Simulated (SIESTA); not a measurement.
Wanted: the native input for a SIESTA 5.4.2 run.

| Item | Value |
| --- | --- |
| Task | single point |
| Functional | PBE |
| Potentials or basis | PseudoDojo 0.4 standard (PBE files) |
| Basis | DZP (energy shift 0.003 Ry; two zetas on semicore shells) |
| Grid cutoff | 800 Ry |
| Energy shift | 0.003 Ry |
| k mesh | 8 × 8 × 2 |
| Occupations | fermi-dirac, width 0.05 eV |
| Spin | no spin polarisation |
| MPI ranks | 4 |

Crystal: Hf2Pd2Se2Br2O3.

```xyz
11
Lattice="7.6772 -1.7097 0.0000 7.6772 1.7097 0.0000 -3.9994 0.0000 12.5875" Properties=species:S:1:pos:R:3 pbc="T T T"
Hf   -2.9113    0.0000   11.8142
Hf    3.1781    0.0000    9.0241
Pd   10.6418    0.0000    6.1724
Pd    9.3695    0.0000    3.2341
Se    0.5754    0.0000    1.9429
Se    1.5781    0.0000    5.1861
Br    2.5312    0.0000   12.0186
Br    8.7231    0.0000    8.9811
O     3.8731    0.0000    7.2848
O     5.7273    0.0000   11.6684
O    11.7666    0.0000    9.7970
```

The cell was built by a generator and needn't be a form met in nature.

One way to write it, as run:

Hf2Pd2Se2Br2O3.fdf

```
SystemName                      Hf2Pd2Se2Br2O3
SystemLabel                     Hf2Pd2Se2Br2O3
NumberOfSpecies                 5
NumberOfAtoms                   11
%block ChemicalSpeciesLabel
  1  72 Hf
  2  46 Pd
  3  34 Se
  4  35 Br
  5   8 O
%endblock ChemicalSpeciesLabel

LatticeConstant                 1.0 Ang
%block LatticeVectors
     7.6772200000    -1.7097100000     0.0000000000
     7.6772200000     1.7097100000     0.0000000000
    -3.9994100000     0.0000000000    12.5875400000
%endblock LatticeVectors
AtomicCoordinatesFormat         Fractional
%block AtomicCoordinatesAndAtomicSpecies
     0.0548600000     0.0548600000     0.9385600000  1  Hf
     0.3937200000     0.3937200000     0.7169100000  1  Hf
     0.8208000000     0.8208000000     0.4903600000  2  Pd
     0.6771400000     0.6771400000     0.2569300000  2  Pd
     0.0776800000     0.0776800000     0.1543500000  3  Se
     0.2100900000     0.2100900000     0.4120000000  3  Se
     0.4135500000     0.4135500000     0.9548000000  4  Br
     0.7539600000     0.7539600000     0.7134900000  4  Br
     0.4029900000     0.4029900000     0.5787300000  5  O
     0.6144600000     0.6144600000     0.9269800000  5  O
     0.9690600000     0.9690600000     0.7783100000  5  O
%endblock AtomicCoordinatesAndAtomicSpecies

%block kgrid.MonkhorstPack
    8   0   0  0.0
    0   8   0  0.0
    0   0   2  0.0
%endblock kgrid.MonkhorstPack
XC.Functional                   GGA
XC.Authors                      PBE
PAO.BasisSize                   DZP
PAO.EnergyShift                 0.003 Ry
Mesh.Cutoff                     800 Ry
OccupationFunction              FD
ElectronicTemperature           0.05 eV
MaxSCFIterations                120
SCF.MustConverge                false
SCF.Mixer.Method                Pulay
SCF.Mixer.Weight                0.25
SCF.Mixer.History               8
SCF.DM.Tolerance                5.0e-05
SCF.H.Tolerance                 1.0e-03 eV
WriteForces                     true
Charge.Mulliken                 end
Charge.Hirshfeld                end
Charge.Voronoi                  end
SaveRho                         true
SaveElectrostaticPotential      true
%block PAO.Basis
  Hf 5
  n=5 0 2
    3.241 0.000
  n=6 0 2
    8.163 0.000
  n=5 1 2
    3.929 0.000
  n=6 1 1
    8.163
  n=5 2 2
    7.906 0.000
  Pd 5
  n=4 0 2
    2.822 0.000
  n=5 0 2
    8.721 0.000
  n=4 1 2
    3.234 0.000
  n=5 1 1
    8.721
  n=4 2 2
    5.877 0.000
  Se 4
  n=4 0 2
    5.139 0.000
  n=4 1 2
    6.735 0.000
  n=3 2 2
    2.657 0.000
  n=4 2 1
    6.735
%endblock PAO.Basis
Diag.ParallelOverK              true
```

Potentials or basis: PseudoDojo 0.4 standard (PBE files), DZP (energy shift 0.003 Ry; two zetas on semicore shells).

The run is started by

```console
$ mpirun -n 4 siesta Hf2Pd2Se2Br2O3.fdf > Hf2Pd2Se2Br2O3.out 2>&1
```

It gave:

| Item | Value |
| --- | --- |
| Pressure | 1.6 GPa |
| Largest force | 0.848 eV/Å |
| Band gap on the k mesh | 0.81 eV, indirect (least direct gap 0.85 eV) |
| Hirshfeld charges | Hf +0.61, +0.60; Pd -0.02, -0.09; Se -0.04, +0.10; Br -0.08, -0.09; O -0.29, -0.36, -0.33 e |
| Voronoi charges | Hf +0.67; Pd -0.03, -0.09; Se -0.06, +0.10; Br -0.13; O -0.31, -0.37, -0.32 e |

Caveat: Mulliken charges of long-ranged orbitals can have an unphysical sign; short orbitals over semicore shells can move pressures by several GPa; spin-orbit coupling is left out, which moves the levels of the heavy elements; the basis of atomic orbitals isn't converged, which shifts pressures, moduli and gaps.

It took 2.5 min on 4 MPI ranks on Arm Neoverse V2, with other jobs on the host, peak memory 1.4 GiB a rank.
